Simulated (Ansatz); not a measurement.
# BFGeH₅NO: basis-set convergence

The task here is to estimate one member of a computed series from the others.

Computed with Ansatz 0.2.0, Gaussian basis. Level: one geometry, several basis sets.

Levels to be run: PBE0-D4/def2-SVP; ωB97M-V/def2-SVP; PBE0-D4/def2-QZVPP; ωB97M-V/def2-QZVPP; the functionals' def2-TZVPP values are taken from earlier runs.

## The relaxed structure

All runs share one geometry, relaxed beforehand with PBE0-D4 in a triple-zeta def2 set.

SMILES `[NH2][GeH2][O]BF`, 10 atoms, charge 0, spin multiplicity 1.

Atoms are counted from 1 here; the program's logs count them from 0.

Bond lengths: N1–Ge2 1.814 Å, N1–H6 1.009 Å, N1–H7 1.009 Å, Ge2–O3 1.807 Å, Ge2–H8 1.532 Å, Ge2–H9 1.528 Å, O3–B4 1.335 Å, B4–F5 1.330 Å, B4–H10 1.203 Å. Angles: Ge2–N1–H6 116.2°, Ge2–N1–H7 116.1°, H6–N1–H7 109.8°, N1–Ge2–O3 111.7°, N1–Ge2–H8 108.9°, N1–Ge2–H9 109.2°, O3–Ge2–H8 107.3°, O3–Ge2–H9 103.7°, H8–Ge2–H9 116.0°, Ge2–O3–B4 126.8°, O3–B4–F5 118.8°, O3–B4–H10 123.8°, F5–B4–H10 117.4°.

The first run:

in.yaml

```yaml
crystal:
  periodic: [false, false, false]
  atoms:
    - {symbol: N, position_ang: [-0.064250, 0.915232, 1.771779]}
    - {symbol: Ge, position_ang: [-0.851843, 0.445777, 0.206751]}
    - {symbol: O, position_ang: [0.370160, 0.130526, -1.086766]}
    - {symbol: B, position_ang: [0.815152, -1.060964, -1.492402]}
    - {symbol: F, position_ang: [1.752380, -1.108063, -2.435050]}
    - {symbol: H, position_ang: [0.450218, 0.188186, 2.246640]}
    - {symbol: H, position_ang: [0.480098, 1.765257, 1.757428]}
    - {symbol: H, position_ang: [-1.638407, -0.851949, 0.418093]}
    - {symbol: H, position_ang: [-1.649342, 1.632811, -0.330522]}
    - {symbol: H, position_ang: [0.418932, -2.108013, -1.052950]}
basis:
  gaussian: {orbitals: def2-SVP}
hamiltonian: {xc: pbe0, dispersion: d4}
output: {orbitals: {seedname: orbitals}}
```

Steps of the session up to this table: PBE0-D4 in def2-SVP; ωB97M-V in def2-SVP; PBE0-D4 in def2-QZVPP; ωB97M-V in def2-QZVPP.

One of the session's tables, all rows but one given; the rest of the session is left out.

It belongs to the step «Functionals by basis». 

```
functional       basis  HOMO (eV)  LUMO (eV)
   PBE0-D4    def2-SVP      -7.88       0.88
   PBE0-D4  def2-TZVPP      -8.07       0.34
   PBE0-D4  def2-QZVPP          ?          ?
   ωB97M-V    def2-SVP     -10.28       2.70
   ωB97M-V  def2-TZVPP     -10.48       1.82
   ωB97M-V  def2-QZVPP     -10.52       1.34
```

**Question.** Estimate the row for PBE0-D4, def2-QZVPP.

The run gave: HOMO (eV): -8.11; LUMO (eV): 0.07. In the column «HOMO (eV)» it lies between ωB97M-V, def2-SVP (-10.28) and PBE0-D4, def2-TZVPP (-8.07).
